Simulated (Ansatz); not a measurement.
**CH₈BNOSi: small, medium and large basis sets**

The task here is to estimate one member of a computed series from the others.

Method: one geometry, several basis sets; program: Ansatz 0.2.0, Gaussian basis.

The runs, in order: PBE0-D4/def2-SVP; ωB97M-V/def2-SVP; PBE0-D4/def2-QZVPP; ωB97M-V/def2-QZVPP; the functionals' def2-TZVPP values are taken from earlier runs.

## The relaxed structure

All runs share one geometry, relaxed beforehand with PBE0-D4 in a triple-zeta def2 set.

SMILES `CB(N)O[SiH3]`, 13 atoms, charge 0, spin multiplicity 1.

Atoms are counted from 1 here; the program's logs count them from 0.

Bond lengths: C1–B2 1.576 Å, C1–H6 1.095 Å, C1–H7 1.092 Å, C1–H8 1.095 Å, B2–N3 1.401 Å, B2–O4 1.382 Å, N3–H9 1.005 Å, N3–H10 1.003 Å, O4–Si5 1.638 Å, Si5–H11 1.488 Å, Si5–H12 1.483 Å, Si5–H13 1.488 Å. Angles: B2–C1–H6 110.8°, B2–C1–H7 113.5°, B2–C1–H8 110.8°, H6–C1–H7 107.6°, H6–C1–H8 106.2°, H7–C1–H8 107.6°, C1–B2–N3 122.1°, C1–B2–O4 121.2°, N3–B2–O4 116.7°, B2–N3–H9 122.2°, B2–N3–H10 123.2°, H9–N3–H10 114.7°, B2–O4–Si5 132.9°, O4–Si5–H11 111.1°, O4–Si5–H12 107.5°, O4–Si5–H13 111.1°, H11–Si5–H12 109.3°, H11–Si5–H13 108.5° and more.

Set-up of the first run:

File in.yaml:

```yaml
crystal:
  periodic: [false, false, false]
  atoms:
    - {symbol: C, position_ang: [0.020866, 1.328968, -0.696348]}
    - {symbol: B, position_ang: [-0.272962, -0.219672, -0.669502]}
    - {symbol: N, position_ang: [-0.791529, -0.898791, -1.780061]}
    - {symbol: O, position_ang: [-0.029015, -0.975401, 0.461497]}
    - {symbol: Si, position_ang: [0.557653, -0.603596, 1.944849]}
    - {symbol: H, position_ang: [1.076012, 1.528357, -0.480339]}
    - {symbol: H, position_ang: [-0.214970, 1.800996, -1.652155]}
    - {symbol: H, position_ang: [-0.553818, 1.846922, 0.079049]}
    - {symbol: H, position_ang: [-0.980169, -1.886204, -1.763288]}
    - {symbol: H, position_ang: [-1.004134, -0.446583, -2.649687]}
    - {symbol: H, position_ang: [-0.310526, 0.391609, 2.630507]}
    - {symbol: H, position_ang: [0.588871, -1.856089, 2.737736]}
    - {symbol: H, position_ang: [1.933921, -0.045313, 1.852541]}
basis:
  gaussian: {orbitals: def2-SVP}
hamiltonian: {xc: pbe0, dispersion: d4}
output: {orbitals: {seedname: orbitals}}
```

Among the steps run: PBE0-D4 in def2-SVP; ωB97M-V in def2-SVP; PBE0-D4 in def2-QZVPP; ωB97M-V in def2-QZVPP.

One of the session's tables, all rows but one given; the rest of the session is left out.

```
functional       basis  HOMO (eV)  LUMO (eV)
   PBE0-D4    def2-SVP          ?          ?
   PBE0-D4  def2-TZVPP      -7.78       0.38
   PBE0-D4  def2-QZVPP      -7.81       0.17
   ωB97M-V    def2-SVP      -9.95       2.83
   ωB97M-V  def2-TZVPP     -10.16       1.85
   ωB97M-V  def2-QZVPP     -10.18       1.40
```

Estimate the missing values for PBE0-D4, def2-SVP.

The run gave: HOMO (eV): -7.59; LUMO (eV): 1.02. In the column «HOMO (eV)» it is the highest.
